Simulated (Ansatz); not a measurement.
**F2GaH3OSi: basis-set convergence**

How large a basis does F2GaH3OSi need? Two functionals are run in growing sets.

Method: one geometry, several basis sets; program: Ansatz 0.2.0, Gaussian basis.

Plan: PBE0-D4/def2-SVP; ωB97M-V/def2-SVP; PBE0-D4/def2-QZVPP; ωB97M-V/def2-QZVPP; the functionals' def2-TZVPP values are taken from earlier runs.

## 1. The relaxed structure

All runs share one geometry, relaxed beforehand with PBE0-D4 in a triple-zeta def2 set.

SMILES `[F][Ga]([F])[O][SiH3]`, 8 atoms, charge 0, spin multiplicity 1.

Atoms are counted from 1 here; the program's logs count them from 0.

Bond lengths: F1–Ga2 1.733 Å, Ga2–F3 1.728 Å, Ga2–O4 1.744 Å, O4–Si5 1.645 Å, Si5–H6 1.486 Å, Si5–H7 1.486 Å, Si5–H8 1.483 Å. Angles: F1–Ga2–F3 117.4°, F1–Ga2–O4 122.0°, F3–Ga2–O4 120.7°, Ga2–O4–Si5 138.9°, O4–Si5–H6 110.5°, O4–Si5–H7 110.4°, O4–Si5–H8 107.5°, H6–Si5–H7 109.0°, H6–Si5–H8 109.7°, H7–Si5–H8 109.7°.

## 2. PBE0-D4 in def2-SVP

File in.yaml:

```yaml
crystal:
  periodic: [false, false, false]
  atoms:
    - {symbol: F, position_ang: [0.130109, -2.236736, 1.454630]}
    - {symbol: Ga, position_ang: [1.184768, -1.113505, 0.660475]}
    - {symbol: F, position_ang: [2.883277, -1.413702, 0.757787]}
    - {symbol: O, position_ang: [0.574826, 0.270808, -0.207109]}
    - {symbol: Si, position_ang: [-0.870981, 0.961461, -0.578525]}
    - {symbol: H, position_ang: [-1.630544, 1.276302, 0.659775]}
    - {symbol: H, position_ang: [-1.681025, 0.044126, -1.421980]}
    - {symbol: H, position_ang: [-0.590431, 2.211236, -1.325034]}
basis:
  gaussian: {orbitals: def2-SVP}
hamiltonian: {xc: pbe0, dispersion: d4}
output: {orbitals: {seedname: orbitals}}
```

Launch:

```console
$ ansatz run in.yaml --threads 4 --pin off --events-out ev --progress --plain --max-ram 10444MiB
```

After this run come: ωB97M-V in def2-SVP; PBE0-D4 in def2-QZVPP; ωB97M-V in def2-QZVPP.

Q: Predict the results of all the runs planned. Wanted: PBE0-D4: double and triple zeta above quadruple; ωB97M-V: double and triple zeta above quadruple.

As calculated:

```
                                       quantity           value
PBE0-D4: double and triple zeta above quadruple  20.99, 1.94 eV
ωB97M-V: double and triple zeta above quadruple  21.05, 1.83 eV
```

What this shows: PBE0-D4 gains 19.05 eV from double to triple zeta, then 1.94 eV more. Total energies overstate the basis error of differences, where much of it tends to cancel.
